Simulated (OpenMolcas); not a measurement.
# Ni³⁺ among point charges: CASSCF and CASPT2 levels and susceptibility

How does a field of 2 point charges split the states of Ni³⁺, and what χT follows?

The numbers are computed with OpenMolcas 26.06 (state-averaged CASSCF and CASPT2, spin-orbit coupling by RASSI with atomic mean-field integrals), except any that are marked as measured or tabulated.

## (1) Starting point

* Species: Ni³⁺ (nickel, Z = 28, 25 electrons)
* Basis: ANO-RCC-VDZP [5s4p2d1f], 34 functions
* Scalar Hamiltonian: DKH2, point nucleus
* Inactive shells: 1s 2s 2p 3s 3p
* Active space: 7 electrons in 5 orbitals (3d)
* Some configurations of this space: 3d⁷
* Orbitals: optimised for each spin and parity, averaged over all roots

The outer shells:

3d7
```
3d [↑↓][↑↓][↑ ][↑ ][↑ ]
```

The ion sits among 2 point charges of -2.4 e arranged as a linear pair (D∞h), 1.74 Å from the ion.

Each step is its own input file, run in one work folder so that later steps find the files of earlier ones. Labels, J, g values, rates, χT and fits are worked out afterwards by a script from the matrices that RASSI stores. The input lists half of the charges; inversion (Group=XYZ) makes the rest.

## (2) One- and two-electron integrals

a.inp

```
&GATEWAY
Coord
1

Ni 0.0 0.0 0.0
Basis=ANO-RCC-VDZP
Group=XYZ
NoMove
AngMom=0.0 0.0 0.0
AMFI
XField
1 Angstrom 0
0.000000 0.000000 1.740000 -2.400000
&SEWARD
```

Run with:

```bash
OMP_NUM_THREADS=1 MOLCAS_MEM=1689 MOLCAS_PROJECT=a pymolcas a.inp > a.log
```

## (3) CASSCF: quartets of even parity, 10 roots

a.inp

```
&RASSCF
FileOrb=start.orb
Symmetry=1
Spin=4
nActEl=7 0 0
Inactive=3 6
Ras2=5 0
CIRoot=10 10 1
SDav=10
CIMx=300
Iter=120 100
PrWF=0.3
OrbListing=Nothing
MaxOrb=0
>>> COPY $Project.JobIph JOB001
```

start.orb holds the contracted functions of the basis, ordered by shell, or the orbitals of the step before.

## (4) Reference wave functions, doublets of even parity, 40 roots

a.inp

```
&RASSCF
FileOrb=start.orb
Symmetry=1
Spin=2
nActEl=7 0 0
Inactive=3 6
Ras2=5 0
CIRoot=40 40 1
SDav=40
CIMx=300
Iter=120 100
PrWF=0.3
OrbListing=Nothing
MaxOrb=0
>>> COPY $Project.JobIph JOB002
```

## (5) State interaction with spin-orbit coupling

a.inp

```
&RASSI
NrOfJobIphs=2 10 40
1 2 3 4 5 6 7 8 9 10
1 2 3 4 5 6 7 8 9 10 11 12 13 14 15 16 17 18 19 20 21 22 23 24 25 26 27
28 29 30 31 32 33 34 35 36 37 38 39 40
IphNames
JOB001
JOB002
EJob
SpinOrbit
DIPRint=1.0
SOCoupling=1000.0
Subsets=2
Property=9
'ANGMOM' 1 'ANGMOM' 2 'ANGMOM' 3 'MLTPL  1' 1 'MLTPL  1' 2 'MLTPL  1' 3
'AMFI' 1 'AMFI' 2 'AMFI' 3
SOProperty=3
'ANGMOM' 1 'ANGMOM' 2 'ANGMOM' 3
```

## (6) CASPT2: IPEA 0.25, imaginary shift 0.1 (closed shells correlated: 3s 3p)

a.inp

```
>>> COPY JOB001 $Project.JobIph
&CASPT2
Multistate=10 1 2 3 4 5 6 7 8 9 10
NoMult
Frozen=2 3
IPEA=0.25
Imaginary=0.1
MaxIter=60
WThr=0.0 0.3 0.05
PrWF=0.5
NoMix
>>> COPY JOB002 $Project.JobIph
&CASPT2
Multistate=40 1 2 3 4 5 6 7 8 9 10 11 12 13 14 15 16 17 18 19 20 21 22
23 24 25 26 27 28 29 30 31 32 33 34 35 36 37 38 39 40
NoMult
Frozen=2 3
IPEA=0.25
Imaginary=0.1
MaxIter=60
WThr=0.0 0.3 0.05
PrWF=0.5
NoMix
```

(Steps that only read results are left out.)

Q: Predict the outcome of this session. Wanted: spin-free ground state; first state of the same spin within the active space; lowest level; next level.

**Answer**, as computed:

| quantity | value |
| --- | --- |
| method | SS-CASPT2, IPEA 0.25, imaginary shift 0.1 (closed shells correlated: 3s 3p) |
| spin-free ground state | 4Sigma, 1-fold in its orbital part |
| first state of the same spin within the active space | 4Phi at 1180 cm⁻¹ |
| lowest level | 2-fold, g = 1.99, 4.75, 4.75 |
| next level | 69.6 cm⁻¹ |
| χT at 300 K | 2.94 cm³ K/mol |
| effective moment at 300 K | 4.85 μB |

Cost by method:

```
                                              method  time of its own steps  time with the reference
                                           A. CASSCF                   16 s                     16 s
B. SS-CASPT2, IPEA 0.25, imaginary shift 0.1, +3s 3p                  5.2 s                     21 s
```

Times are of one thread on a shared host.

What this shows: The spin-free ground state (4Sigma) comes to 65 % from free-ion F terms and keeps the highest spin of the shell. χT at 300 K is 2.94, against 1.88 cm³ K/mol for the spin alone, so orbital moment adds to it. An active space of the d shell alone favours high spin; real ions in strong fields can be low spin. The field of point charges can differ much from that of real complexes. With metal d orbitals alone active, the gaps between spin states are rough; where two lie within a few thousand cm-1, their order is open. Point charges carry no covalency, so the field is a model and not that of real ligands.
